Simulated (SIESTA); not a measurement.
## RuN2 under changes of volume

One of the cells (9.369 Å³/atom); the others are scaled copies at fixed shape and fractional positions:

```xyz
6
Lattice="4.1405 0.0000 0.0000 0.0000 4.9640 0.0000 0.0000 0.0000 2.7351" Properties=species:S:1:pos:R:3 pbc="T T T"
Ru    2.0702    2.4820    1.3675
Ru    0.0000    0.0000    0.0000
N     3.6411    2.9345    0.0000
N     2.5696    0.4525    1.3675
N     0.4994    2.0295    0.0000
N     1.5709    4.5115    1.3675
```

The cell comes from a database or a generator and needn't be the stable form of this composition.

| Quantity | Value |
| --- | --- |
| Program | SIESTA 5.4.2 |
| Functional | PBEsol |
| Potentials or basis | PseudoDojo 0.4 standard (PBEsol files) |
| Basis | DZP (energy shift 0.003 Ry; two zetas on semicore shells) |
| Grid cutoff | 800 Ry |
| Energy shift | 0.003 Ry |
| k mesh | 7 × 6 × 10 |
| Occupations | fermi-dirac, width 0.05 eV |
| Spin | no spin polarisation |

| volume (Å³/atom) | energy over the lowest point (meV/atom) | pressure (GPa) | largest force (eV/Å) |
| --- | --- | --- | --- |
| 8.634 | ? | ? | ? |
| 8.818 | 5.22 | 8.5 | 1.383 |
| 9.002 | 0.00 | 0.8 | 1.114 |
| 9.369 | 13.46 | -11.9 | 0.620 |
| 9.553 | 30.31 | -17.3 | 0.390 |
| 9.736 | 52.94 | -22.0 | 0.170 |

**Question.** What does the run at 8.634 Å³/atom give?

**Answer.** Energy over the lowest point 19.64 meV/atom; pressure 16.9 GPa; largest force 1.670 eV/Å.

Worked out: A Birch-Murnaghan fit of order 3 (a polynomial in V^(-2/3)) to the other rows has its minimum at 9.02 Å³/atom with B0 = V·E''(V) = 348 GPa and B' = 4.8 at fixed shape and positions, which overstates the stiffness. It gives 19.72 meV/atom at 8.634 Å³/atom, against the run's 19.64, and -dE/dV = 17.0 GPa, against 16.9.

Energies are extrapolated to zero smearing.

Caveats: the basis of atomic orbitals isn't converged, which shifts pressures, moduli and gaps; forces of over 1 eV/Å show positions far from the minimum, so gaps and moduli don't describe the material at rest (some runs).
